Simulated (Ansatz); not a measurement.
# Cl₂FH₅N₂Si₂: a ladder of functionals and wavefunction methods

One table from this session's results is given with a row withheld; the runs are named, their logs left out.

Method: functionals in def2-TZVPP, the program's frozen cores in correlated methods; program: Ansatz 0.2.0, Gaussian basis.

The runs, in order: PBE-D4, r2SCAN-D4, PBE0-D4, B3LYP-D4, ωB97X-V, ωB97M-V, B2PLYP; CCSD(T)/def2-TZVPP; MP2/def2-QZVPP; extrapolation to the limit.

**The geometry**

All runs share one geometry, relaxed beforehand with PBE0-D4 in a triple-zeta def2 set.

12 atoms, charge 0, spin multiplicity 1.

Atoms are counted from 1 here; the program's logs count them from 0.

Bond lengths: N1–Si2 1.690 Å, N1–H8 1.006 Å, N1–H9 1.007 Å, Si2–F3 1.613 Å, Si2–Si4 2.336 Å, Si2–H10 1.481 Å, Si4–N5 1.693 Å, Si4–Cl6 2.051 Å, Si4–Cl7 2.079 Å, N5–H11 1.007 Å, N5–H12 1.008 Å. Angles: Si2–N1–H8 123.4°, Si2–N1–H9 121.9°, H8–N1–H9 112.9°, N1–Si2–F3 115.1°, N1–Si2–Si4 107.5°, N1–Si2–H10 108.7°, F3–Si2–Si4 104.4°, F3–Si2–H10 105.6°, Si4–Si2–H10 115.8°, Si2–Si4–N5 110.8°, Si2–Si4–Cl6 112.8°, Si2–Si4–Cl7 106.2°, N5–Si4–Cl6 107.3°, N5–Si4–Cl7 114.2°, Cl6–Si4–Cl7 105.4°, Si4–N5–H11 122.2°, Si4–N5–H12 119.5°, H11–N5–H12 112.5°.

Set-up of the first run:

in.yaml reads:

```yaml
crystal:
  periodic: [false, false, false]
  atoms:
    - {symbol: N, position_ang: [1.756793, -0.557270, -1.390363]}
    - {symbol: Si, position_ang: [1.241274, 0.039621, 0.104610]}
    - {symbol: F, position_ang: [1.436496, -0.968398, 1.348418]}
    - {symbol: Si, position_ang: [-1.068547, 0.363610, -0.024903]}
    - {symbol: N, position_ang: [-1.773611, 0.296485, 1.512954]}
    - {symbol: Cl, position_ang: [-1.572447, 2.172840, -0.849315]}
    - {symbol: Cl, position_ang: [-1.782177, -1.066870, -1.354367]}
    - {symbol: H, position_ang: [2.712933, -0.523027, -1.700650]}
    - {symbol: H, position_ang: [1.190010, -1.183912, -1.937698]}
    - {symbol: H, position_ang: [2.041830, 1.240328, 0.437206]}
    - {symbol: H, position_ang: [-2.725483, 0.581404, 1.679443]}
    - {symbol: H, position_ang: [-1.457081, -0.394810, 2.174673]}
basis:
  gaussian: {orbitals: def2-TZVPP}
hamiltonian: {xc: pbe, dispersion: d4}
output: {forces: true, orbitals: {seedname: orbitals}}
```

The run is started by

```bash
> ansatz run in.yaml --threads 2 --pin off --events-out ev --progress --plain --max-ram 22528MiB --backend cuda --devices 0, --max-vram 18GiB
```

Steps of the session up to this table: PBE-D4 (GGA); r2SCAN-D4 (meta-GGA); PBE0-D4 (hybrid); B3LYP-D4 (hybrid); ωB97X-V (range-separated); ωB97M-V (range-separated); B2PLYP (double hybrid); CCSD(T) in def2-TZVPP; MP2 in def2-QZVPP.

One of the session's tables, all rows but one given; the rest of the session is left out.

```
            method  atomisation energy (kJ/mol)
            PBE-D4                       4344.6
         r2SCAN-D4                       4274.3
           PBE0-D4                       4260.7
          B3LYP-D4                       4265.6
           ωB97X-V                            ?
           ωB97M-V                       4304.1
            B2PLYP                       4209.9
     HF/def2-TZVPP                       3006.2
    MP2/def2-TZVPP                       4234.4
   CCSD/def2-TZVPP                       4053.0
CCSD(T)/def2-TZVPP                       4126.4
           MP2/CBS                       4397.7
       CCSD(T)/CBS                       4289.7
```

Q: Estimate the row for ωB97X-V from the others.

The run gave: atomisation energy (kJ/mol): 4312.4. In the column «atomisation energy (kJ/mol)» it lies between ωB97M-V (4304.1) and PBE-D4 (4344.6).
